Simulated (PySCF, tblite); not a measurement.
# C6H7S2−: a rotation path, then NMR shifts on frames, part 2 of 2

tblite 0.8.0 and PySCF 2.14.0. Atoms count from 0. Earlier steps stand in the parts before.

### Step 5. Nuclear shieldings: image 4, PBE0/pcSseg-1

What the job is given:

```
{"job": {"kind": "nmr", "xc": "PBE0", "basis": "pcSseg-1", "pop": false}, "charge": -1, "multiplicity": 1}
C     -1.659400    -1.211700     0.135300
C     -1.248200     0.255300     0.108000
C      0.234100     0.466900    -0.024300
C      1.212700    -0.543800    -0.059800
C      2.485800    -0.085900    -0.181800
S      2.531900     1.646600    -0.263400
C      0.758000     1.741600    -0.125200
S     -0.070400     3.201900    -0.124800
H     -2.740200    -1.298800     0.247400
H     -1.369700    -1.717600    -0.785200
H     -1.187900    -1.724000     0.973100
H     -1.749500     0.770300    -0.720800
H     -1.591800     0.742700     1.029000
H      0.986800    -1.595800     0.006700
H      3.403400    -0.639800    -0.236200
```

Method: GIAO PBE0/pcSseg-1 NMR shielding, non-relativistic, gas phase.

Output:

```text
coarse grid: 14104 points
cycle   1  E = -1028.5173985664  dE =  1.229e+00  |g| = 5.047e-01  |ddm| = 4.039e+00
cycle   2  E = -1028.4915022703  dE =  2.590e-02  |g| = 6.110e-01  |ddm| = 1.984e+00
cycle   3  E = -1028.5983869759  dE = -1.069e-01  |g| = 1.553e-01  |ddm| = 1.196e+00
cycle   4  E = -1028.6046761831  dE = -6.289e-03  |g| = 5.202e-02  |ddm| = 2.283e-01
cycle   5  E = -1028.6052608671  dE = -5.847e-04  |g| = 2.007e-02  |ddm| = 8.157e-02
cycle   6  E = -1028.6053665630  dE = -1.057e-04  |g| = 5.481e-03  |ddm| = 3.754e-02
cycle   7  E = -1028.6053729388  dE = -6.376e-06  |g| = 2.312e-03  |ddm| = 8.708e-03
final grid: 128344 points
cycle   8  E = -1028.6587002222  dE = -3.414e-05  |g| = 1.145e-02  |ddm| = 4.605e-02
cycle   9  E = -1028.6586571798  dE =  4.304e-05  |g| = 1.696e-02  |ddm| = 3.298e-02
cycle  10  E = -1028.6587313743  dE = -7.419e-05  |g| = 2.243e-03  |ddm| = 2.518e-02
cycle  11  E = -1028.6587327028  dE = -1.328e-06  |g| = 4.343e-04  |ddm| = 3.765e-03
cycle  12  E = -1028.6587327425  dE = -3.978e-08  |g| = 1.895e-04  |ddm| = 6.882e-04
cycle  13  E = -1028.6587327522  dE = -9.631e-09  |g| = 5.653e-05  |ddm| = 2.955e-04
cycle  14  E = -1028.6587327530  dE = -7.944e-10  |g| = 1.946e-05  |ddm| = 8.903e-05
converged SCF energy = -1028.6587327530

GIAO shielding tensors (ppm)
atom      isotropic    diamagn.    paramagn.     s11        s22        s33       span
  0 C      170.361     247.771     -77.410    160.654    167.707    182.720     22.066
  1 C      158.900     243.193     -84.293    153.627    158.317    164.756     11.129
  2 C       57.267     254.933    -197.667    -23.026     61.221    133.606    156.632
  3 C       61.697     249.001    -187.304    -25.004     63.877    146.217    171.221
  4 C       80.362     258.825    -178.463      4.844     94.389    141.853    137.009
  5 S      250.018    1056.502    -806.484     10.575    362.000    377.481    366.906
  6 C        1.811     256.504    -254.693    -71.289     -3.491     80.213    151.502
  7 S      479.239    1057.303    -578.064    298.971    403.526    735.220    436.249
  8 H       30.598      28.698       1.899     25.551     28.695     37.547     11.996
  9 H       30.613      30.868      -0.255     26.651     29.033     36.155      9.503
 10 H       30.533      31.020      -0.488     26.345     29.274     35.979      9.634
 11 H       29.021      29.440      -0.420     23.213     30.073     33.776     10.563
 12 H       29.217      29.475      -0.259     23.593     29.719     34.338     10.745
 13 H       25.607      33.413      -7.805     22.039     24.913     29.869      7.831
 14 H       26.526      32.066      -5.539     23.573     25.836     30.170      6.597
```

Wall time 24 s (1 thread of Arm Neoverse V2, shared host); peak memory 0.9 GiB.

In short: δ C6 185.1, C2 129.7, C3 125.2, C4 106.6, H13 6.11, H14 5.19 ppm.

### Step 6. Shielding tensors: image 6, PBE0/pcSseg-1

What the job is given:

```
{"job": {"kind": "nmr", "xc": "PBE0", "basis": "pcSseg-1", "pop": false}, "charge": -1, "multiplicity": 1}
C     -1.658400    -1.141200     0.395200
C     -1.251900     0.208600    -0.191800
C      0.228200     0.451700    -0.135300
C      1.211000    -0.523000    -0.398200
C      2.488100    -0.080300    -0.275200
S      2.534000     1.599000     0.161000
C      0.753800     1.689000     0.182700
S     -0.058600     3.114100     0.542500
H     -2.743500    -1.244200     0.391900
H     -1.240000    -1.968000    -0.178000
H     -1.306800    -1.226900     1.421700
H     -1.605900     0.271600    -1.230700
H     -1.737300     1.012200     0.370200
H      0.973700    -1.540100    -0.668800
H      3.409300    -0.614500    -0.409300
```

Method: GIAO PBE0/pcSseg-1 NMR shielding, non-relativistic, gas phase.

Output:

```text
coarse grid: 14104 points
cycle   1  E = -1028.5167517991  dE =  1.227e+00  |g| = 5.069e-01  |ddm| = 4.011e+00
cycle   2  E = -1028.4904058211  dE =  2.635e-02  |g| = 6.146e-01  |ddm| = 1.991e+00
cycle   3  E = -1028.5981866003  dE = -1.078e-01  |g| = 1.558e-01  |ddm| = 1.189e+00
cycle   4  E = -1028.6045183903  dE = -6.332e-03  |g| = 5.137e-02  |ddm| = 2.266e-01
cycle   5  E = -1028.6050908204  dE = -5.724e-04  |g| = 1.953e-02  |ddm| = 8.047e-02
cycle   6  E = -1028.6051903450  dE = -9.952e-05  |g| = 5.470e-03  |ddm| = 3.759e-02
cycle   7  E = -1028.6051966668  dE = -6.322e-06  |g| = 2.334e-03  |ddm| = 8.850e-03
final grid: 128344 points
cycle   8  E = -1028.6586811602  dE = -2.926e-05  |g| = 1.123e-02  |ddm| = 4.260e-02
cycle   9  E = -1028.6586384228  dE =  4.274e-05  |g| = 1.681e-02  |ddm| = 3.270e-02
cycle  10  E = -1028.6587111852  dE = -7.276e-05  |g| = 2.201e-03  |ddm| = 2.481e-02
cycle  11  E = -1028.6587124572  dE = -1.272e-06  |g| = 4.221e-04  |ddm| = 3.625e-03
cycle  12  E = -1028.6587124958  dE = -3.859e-08  |g| = 1.815e-04  |ddm| = 6.934e-04
cycle  13  E = -1028.6587125048  dE = -8.950e-09  |g| = 4.966e-05  |ddm| = 2.803e-04
cycle  14  E = -1028.6587125054  dE = -6.030e-10  |g| = 1.807e-05  |ddm| = 8.034e-05
converged SCF energy = -1028.6587125054

GIAO shielding tensors (ppm)
atom      isotropic    diamagn.    paramagn.     s11        s22        s33       span
  0 C      169.238     247.175     -77.937    156.116    166.713    184.884     28.768
  1 C      160.980     242.833     -81.853    151.042    162.889    169.011     17.969
  2 C       56.992     255.106    -198.114    -20.559     55.599    135.936    156.495
  3 C       60.726     249.259    -188.533    -24.509     59.869    146.819    171.328
  4 C       80.426     259.135    -178.708      4.336     93.897    143.046    138.710
  5 S      255.384    1056.429    -801.045     19.011    365.506    381.636    362.625
  6 C        2.329     255.824    -253.495    -67.057     -3.974     78.018    145.076
  7 S      502.189    1057.220    -555.030    291.808    472.548    742.212    450.404
  8 H       30.788      28.918       1.871     25.817     28.507     38.041     12.224
  9 H       30.605      31.149      -0.545     25.830     29.959     36.024     10.194
 10 H       30.969      30.386       0.584     27.513     29.238     36.157      8.644
 11 H       29.717      29.478       0.239     24.921     28.180     36.051     11.131
 12 H       27.993      29.505      -1.513     21.575     28.469     33.935     12.361
 13 H       25.484      33.038      -7.554     22.243     25.030     29.179      6.936
 14 H       26.552      32.092      -5.541     23.693     25.727     30.236      6.543
```

Run time: 24 s. Hardware: 1 thread of Arm Neoverse V2, shared host; peak memory 0.9 GiB.

This run: δ C6 184.6, C2 129.9, C3 126.2, C4 106.5, H13 6.23, H14 5.17 ppm.

### Step 7. Shielding tensors: image 8, PBE0/pcSseg-1

What the job is given:

```
{"job": {"kind": "nmr", "xc": "PBE0", "basis": "pcSseg-1", "pop": false}, "charge": -1, "multiplicity": 1}
C     -1.726300    -0.915300     0.619400
C     -1.209600     0.080200    -0.421000
C      0.248700     0.365200    -0.231000
C      1.279600    -0.465500    -0.713800
C      2.530000    -0.034900    -0.410200
S      2.486500     1.440200     0.505300
C      0.703100     1.464600     0.470400
S     -0.191600     2.685700     1.196500
H     -2.787700    -1.119100     0.472500
H     -1.178400    -1.855300     0.554500
H     -1.584500    -0.502600     1.615700
H     -1.384000    -0.318700    -1.427300
H     -1.758200     1.019300    -0.316100
H      1.088200    -1.365200    -1.281700
H      3.479700    -0.470800    -0.655000
```

With the program's defaults for keys left out, this is: GIAO PBE0/pcSseg-1 NMR shielding, non-relativistic, gas phase.

Output:

```text
coarse grid: 14104 points
cycle   1  E = -1028.5177916430  dE =  1.224e+00  |g| = 5.107e-01  |ddm| = 3.994e+00
cycle   2  E = -1028.4879318655  dE =  2.986e-02  |g| = 6.284e-01  |ddm| = 1.965e+00
cycle   3  E = -1028.6000974092  dE = -1.122e-01  |g| = 1.549e-01  |ddm| = 1.177e+00
cycle   4  E = -1028.6063142733  dE = -6.217e-03  |g| = 5.186e-02  |ddm| = 2.260e-01
cycle   5  E = -1028.6069025001  dE = -5.882e-04  |g| = 1.961e-02  |ddm| = 8.099e-02
cycle   6  E = -1028.6070029432  dE = -1.004e-04  |g| = 5.404e-03  |ddm| = 3.728e-02
cycle   7  E = -1028.6070090067  dE = -6.063e-06  |g| = 2.388e-03  |ddm| = 8.866e-03
final grid: 128344 points
cycle   8  E = -1028.6604798829  dE = -2.538e-05  |g| = 1.104e-02  |ddm| = 4.212e-02
cycle   9  E = -1028.6604412106  dE =  3.867e-05  |g| = 1.628e-02  |ddm| = 3.100e-02
cycle  10  E = -1028.6605087530  dE = -6.754e-05  |g| = 2.092e-03  |ddm| = 2.332e-02
cycle  11  E = -1028.6605099052  dE = -1.152e-06  |g| = 3.963e-04  |ddm| = 3.539e-03
cycle  12  E = -1028.6605099389  dE = -3.375e-08  |g| = 1.677e-04  |ddm| = 6.057e-04
cycle  13  E = -1028.6605099464  dE = -7.478e-09  |g| = 4.446e-05  |ddm| = 2.495e-04
cycle  14  E = -1028.6605099469  dE = -4.957e-10  |g| = 1.637e-05  |ddm| = 7.808e-05
converged SCF energy = -1028.6605099469

GIAO shielding tensors (ppm)
atom      isotropic    diamagn.    paramagn.     s11        s22        s33       span
  0 C      168.904     246.486     -77.582    151.520    169.153    186.039     34.519
  1 C      159.484     243.056     -83.571    148.011    158.664    171.778     23.767
  2 C       55.156     255.634    -200.477    -19.351     47.175    137.645    156.995
  3 C       58.617     248.883    -190.266    -23.717     62.471    137.097    160.814
  4 C       80.297     259.689    -179.392      3.601     92.955    144.336    140.736
  5 S      256.693    1056.533    -799.840     18.754    373.022    378.303    359.550
  6 C        2.582     256.260    -253.677    -66.191     -4.406     78.344    144.535
  7 S      515.215    1057.615    -542.399    293.920    512.763    738.964    445.044
  8 H       31.164      28.994       2.171     26.713     28.018     38.761     12.047
  9 H       31.243      30.668       0.575     26.628     30.647     36.454      9.826
 10 H       30.321      29.654       0.667     25.401     30.749     34.813      9.412
 11 H       29.883      30.516      -0.633     24.978     28.800     35.870     10.892
 12 H       28.088      29.607      -1.520     23.497     28.241     32.525      9.028
 13 H       25.460      32.772      -7.312     22.695     25.755     27.928      5.233
 14 H       26.566      32.060      -5.494     23.802     25.634     30.264      6.462
```

Run time: 23 s. Hardware: 1 thread of Arm Neoverse V2, shared host; peak memory 0.9 GiB.

In short: δ C6 184.3, C2 131.8, C3 128.3, C4 106.6, H13 6.26, H14 5.15 ppm.

### Step 8. Side by side: NMR shifts

Shifts (ppm) of some atoms, chosen among heavy atoms and hydrogens apart, with basis size and wall time:

| frame | C2 | C3 | C1 | H11 | H12 | S5 | S7 | functions | time |
| --- | --- | --- | --- | --- | --- | --- | --- | --- | --- |
| image 0 | 131.9 | 128.5 | 28.2 | 3.47 | 1.85 | 249 | -7 | 185 | 25 s |
| image 2 | 129.9 | 126.5 | 25.7 | 3.84 | 1.93 | 248 | -3 | 185 | 24 s |
| image 4 | 129.7 | 125.2 | 28.0 | 2.70 | 2.50 | 254 | 24 | 185 | 24 s |
| image 6 | 129.9 | 126.2 | 25.9 | 2.00 | 3.72 | 248 | 2 | 185 | 24 s |
| image 8 | 131.8 | 128.3 | 27.4 | 1.83 | 3.63 | 247 | -11 | 185 | 23 s |

### Step 9. Outcome

The summary covers parts 1 to 2.

| quantity | value |
| --- | --- |
| barrier | 0.064 eV (1.5 kcal/mol) at image 4 |
| end to end (GFN2-xTB) | 0.000 eV |
| 13C shifts against TMS (PBE0/pcSseg-1, image 0) | 184.6, 131.9, 128.5, 106.6, 28.2, 17.0 ppm |
| 1H shifts against TMS (PBE0/pcSseg-1, image 0) | 6.25, 5.15, 3.47, 1.85, 1.78, 0.43, 0.36 ppm |
| 33S shifts against CS2 (PBE0/pcSseg-1, image 0) | 249, -7 ppm |
| range of the shift of S7 | -11 to 24 ppm |

Along the band the dihedral turns by 171°, and the top (dihedral -3°) lies 1.5 kcal/mol above the start (GFN2-xTB, rough), so at room temperature this motion is fast. The top was not checked by a frequency run. Shifts at one fixed geometry are not the observed spectrum, which averages over the motion. In the first frame run (image 0): The widest tensor belongs to S7: span 448 ppm, with a paramagnetic part of -546 ppm. NICS(1)zz of -17 ppm above the planar ring from C2 marks a diatropic (aromatic) ring current. In ppm, S7 moves most: its shift spreads over 36 ppm, from -11 (image 8) to 24 (image 4).
